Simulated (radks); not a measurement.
**Exchange and kinetic functionals tested on atomic densities: C²⁺, Cs⁺, Hf⁴⁺, Al³⁺, Rb²⁶⁺, Tc**

Aim: take each self-consistent density and evaluate many functionals on it, against the exact exchange and kinetic energies of the same orbitals. Every spin shell is full or empty, so the densities are truly spherical.

Program: radks (a radial shooting solver on a logarithmic mesh, Libxc functionals) version 1. Level of theory: non-relativistic Kohn-Sham, r2SCAN, spin-polarised, spherical densities, point nucleus; open shells are filled with parallel spins first. These are calculated values, not measurements, unless marked.

### Step 1. The system

```
species : C²⁺ ([He] 2s2), Cs⁺ ([Xe]), Hf⁴⁺ ([Xe] 4f14), Al³⁺ ([Ne]), Rb²⁶⁺ ([Ne] 3s1), Tc ([Kr] 4d5 5s2)
```

### Step 2. C²⁺, [He] 2s2

Settings of this run:

```text
Z 6
configuration [He] 2s2
relativity non-relativistic
functional r2scan,r2scan
spin polarised
nucleus point
```

### Step 3. Cs⁺, [Xe]

Settings of this run:

```text
Z 55
configuration [Xe]
relativity non-relativistic
functional r2scan,r2scan
spin polarised
nucleus point
```

### Step 4. Hf⁴⁺, [Xe] 4f14

Settings of this run:

```text
Z 72
configuration [Xe] 4f14
relativity non-relativistic
functional r2scan,r2scan
spin polarised
nucleus point
```

### Step 5. Al³⁺, [Ne]

Settings of this run:

```text
Z 13
configuration [Ne]
relativity non-relativistic
functional r2scan,r2scan
spin polarised
nucleus point
```

### Step 6. Rb²⁶⁺, [Ne] 3s1

Settings of this run:

```text
Z 37
configuration [Ne] 3s1
relativity non-relativistic
functional r2scan,r2scan
spin polarised
nucleus point
```

### Step 7. Tc, [Kr] 4d5 5s2

Settings of this run:

```text
Z 43
configuration [Kr] 4d5 5s2
relativity non-relativistic
functional r2scan,r2scan
spin polarised
nucleus point
```

**Question.** What will these runs give? Wanted: for each run, error in magnitude; C²⁺; Cs⁺; Hf⁴⁺; Al³⁺; Rb²⁶⁺; Tc.

**Answer**, as computed:

| error in magnitude (%) | C²⁺ | Cs⁺ | Hf⁴⁺ | Al³⁺ | Rb²⁶⁺ | Tc |
| --- | --- | --- | --- | --- | --- | --- |
| exchange, LDA | -12.89 | -4.71 | -3.85 | -8.65 | -7.95 | -5.17 |
| exchange, B88 | -0.21 | -0.01 | +0.24 | -0.06 | -0.19 | +0.04 |
| exchange, revPBE | +0.22 | -0.32 | -0.09 | -0.14 | -0.35 | -0.26 |
| exchange, OPTX | -0.03 | +1.29 | +1.93 | -0.02 | +0.07 | +1.06 |
| exchange, AM05 | -10.16 | -4.41 | -3.63 | -7.41 | -6.91 | -4.79 |
| exchange, APBE | +0.55 | +0.26 | +0.43 | +0.51 | +0.29 | +0.36 |
| exchange, revTPSS | +0.28 | -0.95 | -0.75 | -0.35 | -0.78 | -0.88 |
| exchange, Tao-Mo | +0.64 | -0.84 | -0.68 | -0.06 | -0.51 | -0.75 |
| exchange, TASK | -2.65 | -2.21 | -1.79 | -2.49 | -2.68 | -2.34 |
| kinetic, Thomas-Fermi | -10.37 | -5.16 | -4.83 | -7.64 | -6.43 | -5.52 |
| kinetic, TF + vW | +80.47 | +35.14 | +31.93 | +57.70 | +49.57 | +38.21 |
| kinetic, TF + vW/5 | +7.79 | +2.90 | +2.52 | +5.43 | +4.77 | +3.23 |
| kinetic, APBEK | -0.26 | +0.10 | +0.00 | +0.36 | +0.56 | +0.16 |
| kinetic, revAPBEK | +0.53 | +0.27 | +0.15 | +0.77 | +0.87 | +0.35 |
| kinetic, Perdew 92 | -0.26 | -0.67 | -0.73 | -0.37 | -0.19 | -0.65 |
| kinetic, PG1 | +44.84 | +14.51 | +12.91 | +27.70 | +22.96 | +16.06 |
| kinetic, DePristo-Kress | -1.67 | -0.12 | -0.23 | +0.17 | +0.44 | -0.05 |
| kinetic, Ernzerhof | +1.74 | -0.42 | -0.52 | +0.46 | +0.48 | -0.36 |

Negative means that the magnitude is too small. For exchange the mean absolute error is least for B88 (0.12 %) and largest for LDA (7.20 %). Among the orbital-free kinetic functionals APBEK (0.24 %) does best and TF + vW (48.84 %) worst. The functionals are evaluated on one density each, not self-consistently.
